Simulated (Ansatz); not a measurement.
# YTlO2, space group R-3m: a Delta-SCF excitation

Program: Ansatz 0.2.0 through its Python package.

Notebook, run cell by cell (the value of a cell's last expression is shown):

**Cell 1**
```python
import ansatz as az
```

**Cell 2**
```python
ytlo2 = (
    az.Lattice.of([1.7562, 1.014, 6.5006], [-1.7562, 1.014, 6.5006], [0.0, -2.0279, 6.5006])
    .atom('Y', [0.5, 0.5, 0.5])
    .atom('Tl', [0.0, 0.0, 0.0])
    .atom('O', [0.7757, 0.7757, 0.7757])
    .atom('O', [0.2243, 0.2243, 0.2243])
)
```

**Cell 3**
```python
ground = (
    ytlo2.calculation()
    .functional('r2SCAN')
    .basis(17 * az.Ha, xc_grid=1)
    .accuracy('medium')
    .mixing('broyden', beta=0.2)
    .kpoints(1, 1, 1)  # the mesh must be finer for metals
    .occupations('fermi_dirac', width=0.01)  # smearing steadies the SCF of a metal
    .scf(extra_bands=6)
    .band_table()
)
excited = ground.excitation(hole_k=0, hole_band='v1', hole_track='overlap', particle_k=0, particle_band='c1', particle_track='overlap')
low, high = ground.run(threads=1).report, excited.run(threads=1).report
share = low['kweights'][0]
top = round(low['n_electrons'] / 2)
print('Kohn-Sham gap at the first k-point:', round(low['eigenvalues_ev'][0][top] - low['eigenvalues_ev'][0][top - 1], 3), 'eV')
print('energy difference per cell:', round(high['lagrangian_ev'] - low['lagrangian_ev'], 4), 'eV; weight of the point', round(share, 4))
print('per electron moved:', round((high['lagrangian_ev'] - low['lagrangian_ev']) / share, 3), 'eV')
```
Output:
```text
DeckWarning: 8 symmetry operations that the atoms keep within the bar at which the run's group was sought (crystal.symmetry.tolerance 1.0e-5, or twice it) were not taken beside the 4 unitary ones [...]
DeckWarning: basis.ecutwfc = 462.593566181796 eV is below the records' recommended 500 eV, and the density's cutoff is lower with it unless basis.ecutrho_ratio is high enough to keep the records' density cutoff: compare with a run at a higher cutoff
RunWarning: ΔSCF hole: seed band 17 (bands are counted from 0) lies in a 2-fold degenerate manifold [16, 17] at 1.0e-4 eV resolution, on a gap of 1.24e0 eV certified (the least, over the bands [...]
Kohn-Sham gap at the first k-point: 4.55 eV
energy difference per cell: 5.082 eV; weight of the point 1.0
per electron moved: 5.082 eV
```

Notes:
- These settings explore the input space; cutoff and mesh may be short of convergence.
- The cutoff lies under the one recommended for these potentials.
- The run is spin-unpolarised.
- Spin-orbit coupling, left out here, can change this gap by several tenths of an eV, and inverted bands can meet off the mesh.
- Energy and stress may still move on a finer k-point mesh.
- xc_grid=1 is under the default for a meta-GGA and makes forces and stresses depend on the grid.
- This cell is a computed structure, which may not be the phase found in nature.
- Levels are Kohn-Sham eigenvalues on this mesh, without spin-orbit coupling.
- Warnings are shown shortened and without file and line.
- One k-point of a small cell stands for a dense array of excitations, so this isn't the optical gap of the solid.
- Hardware and time: 6.4 s on 1 thread of AMD EPYC 7R43 64-Core Processor (Zen 3) (shared host), peak memory 0.4 GiB.

(Lines on the test bed's own set-up are left out of the output.)
